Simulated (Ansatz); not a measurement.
# C2H8HfO3S: up Jacob's ladder to CCSD(T)

An exercise on one series of results from a longer session: the logs are not shown, and one member is left open.

The runs use Ansatz 0.2.0, Gaussian basis; functionals in def2-TZVPP, the program's frozen cores in correlated methods.

Plan: LDA (SPW92), PBE-D4, revPBE-D4, BLYP-D4, r2SCAN-D4, B97M-V, PBE0-D4, B3LYP-D4, r2SCANh-D4, r2SCAN0-D4, HSE06-D4, BHLYP-D4, CAM-B3LYP-D4, LC-ωPBE, ωB97X-V, ωB97M-V, B2PLYP, PBE-QIDH; CCSD(T)/def2-SVP; CCSD(T)/def2-TZVPP; MP2/def2-QZVPP; extrapolation to the limit; RPA on PBE.

## The geometry

The geometry comes from an earlier relaxation with PBE0-D4 in a triple-zeta def2 set; it is a stationary point, not always the lowest conformer. Hf takes the def2 core potential; no spin-orbit term is included.

15 atoms, charge 0, spin multiplicity 1.

Atoms are counted from 1 here; the program's logs count them from 0.

Bond lengths: C1–O2 1.389 Å, C1–H8 1.095 Å, C1–H9 1.095 Å, C1–H10 1.095 Å, O2–Hf3 1.908 Å, Hf3–O4 1.926 Å, Hf3–O5 1.929 Å, Hf3–S6 2.461 Å, O4–H11 0.951 Å, O5–H12 0.951 Å, S6–C7 1.827 Å, C7–H13 1.090 Å, C7–H14 1.090 Å, C7–H15 1.091 Å. Angles: O2–C1–H8 110.8°, O2–C1–H9 110.2°, O2–C1–H10 110.6°, H8–C1–H9 108.4°, H8–C1–H10 108.5°, H9–C1–H10 108.3°, C1–O2–Hf3 173.7°, O2–Hf3–O4 113.4°, O2–Hf3–O5 112.4°, O2–Hf3–S6 104.7°, O4–Hf3–O5 109.2°, O4–Hf3–S6 108.3°, O5–Hf3–S6 108.5°, Hf3–O4–H11 165.8°, Hf3–O5–H12 157.9°, Hf3–S6–C7 98.5°, S6–C7–H13 107.5°, S6–C7–H14 111.2° and more.

Geometry (Å):

```
C    -2.8381    1.4604    0.5910
O    -1.6762    0.7900    0.2321
Hf   -0.1867   -0.3094   -0.2283
O    -0.2261   -2.0422    0.6120
O     0.0012   -0.5338   -2.1353
S     1.7769    0.9115    0.6135
C     3.0620   -0.3106    0.1751
H    -3.4601    0.8387    1.2437
H    -2.5917    2.3830    1.1262
H    -3.4220    1.7231   -0.2975
H    -0.3876   -2.9489    0.8477
H    -0.0713   -0.3205   -3.0595
H     4.0262    0.1122    0.4573
H     2.9193   -1.2444    0.7192
H     3.0742   -0.5091   -0.8972
```

Set-up of the first run:

File in.yaml:

```yaml
crystal:
  periodic: [false, false, false]
  atoms:
    - {symbol: C, position_ang: [-2.838078, 1.460438, 0.591001]}
    - {symbol: O, position_ang: [-1.676199, 0.790022, 0.232092]}
    - {symbol: Hf, position_ang: [-0.186674, -0.309407, -0.228291]}
    - {symbol: O, position_ang: [-0.226148, -2.042244, 0.611965]}
    - {symbol: O, position_ang: [0.001249, -0.533791, -2.135329]}
    - {symbol: S, position_ang: [1.776932, 0.911506, 0.613529]}
    - {symbol: C, position_ang: [3.062024, -0.310630, 0.175088]}
    - {symbol: H, position_ang: [-3.460075, 0.838750, 1.243685]}
    - {symbol: H, position_ang: [-2.591699, 2.382965, 1.126200]}
    - {symbol: H, position_ang: [-3.422023, 1.723122, -0.297477]}
    - {symbol: H, position_ang: [-0.387592, -2.948873, 0.847659]}
    - {symbol: H, position_ang: [-0.071322, -0.320483, -3.059476]}
    - {symbol: H, position_ang: [4.026150, 0.112194, 0.457294]}
    - {symbol: H, position_ang: [2.919284, -1.244419, 0.719221]}
    - {symbol: H, position_ang: [3.074180, -0.509150, -0.897169]}
basis:
  gaussian: {orbitals: def2-TZVPP}
hamiltonian: {xc: lda}
output: {orbitals: {seedname: orbitals}}
```

On the command line:

```
$ ansatz run in.yaml --threads 2 --pin off --events-out ev --progress --plain --max-ram 22528MiB --backend cuda --devices 0, --max-vram 18GiB
```

Among the steps run: LDA; PBE-D4 (GGA); revPBE-D4 (GGA); BLYP-D4 (GGA); r2SCAN-D4 (meta-GGA); B97M-V (meta-GGA); B3LYP-D4 (hybrid); r2SCANh-D4 (hybrid); r2SCAN0-D4 (hybrid); HSE06-D4 (hybrid); BHLYP-D4 (hybrid); CAM-B3LYP-D4 (range-separated); LC-ωPBE (range-separated); ωB97X-V (range-separated); ωB97M-V (range-separated); B2PLYP (double hybrid); PBE-QIDH (double hybrid).

One of the session's tables, all rows but one given; the rest of the session is left out.

It belongs to the step «Frontier levels by functional». 

| functional | HOMO (eV) | gap (eV) |
| --- | --- | --- |
| LDA (SPW92) | -5.30 | 4.10 |
| PBE-D4 | -5.18 | 4.22 |
| revPBE-D4 | -5.12 | 4.27 |
| BLYP-D4 | -5.01 | 4.18 |
| r2SCAN-D4 | ? | ? |
| B97M-V | -5.52 | 4.73 |
| PBE0-D4 | -6.38 | 6.28 |
| B3LYP-D4 | -6.13 | 5.79 |
| r2SCANh-D4 | -5.88 | 5.47 |
| r2SCAN0-D4 | -6.55 | 6.60 |
| HSE06-D4 | -5.98 | 5.51 |
| BHLYP-D4 | -7.43 | 7.95 |
| CAM-B3LYP-D4 | -7.66 | 8.32 |
| LC-ωPBE | -9.03 | 10.83 |
| ωB97X-V | -8.69 | 10.29 |
| ωB97M-V | -8.54 | 9.67 |

**Question.** Estimate the row for r2SCAN-D4.

Worked estimate for «HOMO (eV)». Against the share of exact exchange, r2SCANh-D4 (0.1, -5.88), r2SCAN0-D4 (0.25, -6.55) give a slope of -4.47 per unit share; at 0 the line stands at -5.43.

**Answer.** HOMO (eV): -5.44; gap (eV): 4.71. In «HOMO (eV)» the line misses by +0.01.
